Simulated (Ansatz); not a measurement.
**SrVO3, 5 atoms: a single-point run on CPU cores**

Wanted: a converged self-consistent solution for SrVO3 in a cell of 5 atoms; the run's time is noted too.

Computed with Ansatz 0.2 early development (run time, constrained RPA, PBE, NC, unless a step's input says otherwise).

### Step 1. Starting point

It takes space group Pm-3m (No. 221, cubic). Conventional cell: a = 3.845 Å, b = 3.845 Å, c = 3.845 Å, α = 90.00°, β = 90.00°, γ = 90.00°. Sr (site symmetry m-3m) is surrounded by 12 O at 2.72 Å. Around V (site symmetry m-3m) lie 6 O at 1.92 Å. O (site symmetry 4/mmm) has 2 V at 1.92 Å and 4 Sr at 2.72 Å as nearest neighbours.

Coordinates:

```
CELL_PARAMETERS angstrom
3.84500 0.00000 0.00000
0.00000 3.84500 0.00000
0.00000 0.00000 3.84500
ATOMIC_POSITIONS crystal
Sr 0.00000 0.00000 0.00000
V 0.50000 0.50000 0.50000
O 0.50000 0.50000 0.00000
O 0.50000 0.00000 0.50000
O 0.00000 0.50000 0.50000
```

### Step 2. The calculation

Contents of input.yaml:

```yaml
crystal:
  lattice:
    - [3.845, 0, 0]
    - [0, 3.845, 0]
    - [0, 0, 3.845]
  atoms:
    - { symbol: Sr, position: [0, 0, 0] }
    - { symbol: V, position: [0.5, 0.5, 0.5] }
    - { symbol: O, position: [0.5, 0.5, 0] }
    - { symbol: O, position: [0.5, 0, 0.5] }
    - { symbol: O, position: [0, 0.5, 0.5] }
basis:
  ecutwfc: "1035 eV"
  precision: f64
  ecutrho_ratio: 4
kpoints:
  mp_grid: { grid: [4, 4, 4], shift: [0, 0, 0] }
hamiltonian:
  xc: pbe
  pseudopotentials: { kind: nc, accuracy: standard }
scf:
  occupations: { method: fermi_dirac, width: "0.136 eV" }
  convergence: { dr2_threshold: "1e-8 eV" }
  n_bands: 30
output:
  crpa:
    accuracy: sum_over_states
    n_bands: 60
    ecut_chi: "136 eV"
    kmesh: [4, 4, 4]
    target_bands: [v1, c2]
    projections: [{ species: V, l: d, orbitals: [dxz, dyz, dxy] }]
```

Started as:

```
$ ansatz run input --backend cpu --pin auto --threads 4 --events-out ev
```

**Question.** What will these runs give? Wanted: free energy; electrons solved for; SCF passes in all.

**Answer**, as computed:

```
                      quantity                                                     value
time per pass of the first SCF                                                    0.14 s
                   free energy                         -4297.2637 eV (-859.4527 eV/atom)
          electrons solved for                                                        41
             SCF passes in all                                                         9
                     wall time  51 s (4 threads of Arm Neoverse V2 (Grace), shared host)
```

**Reading.** Of the time up to the last event, 97 % went to the work after the first SCF.
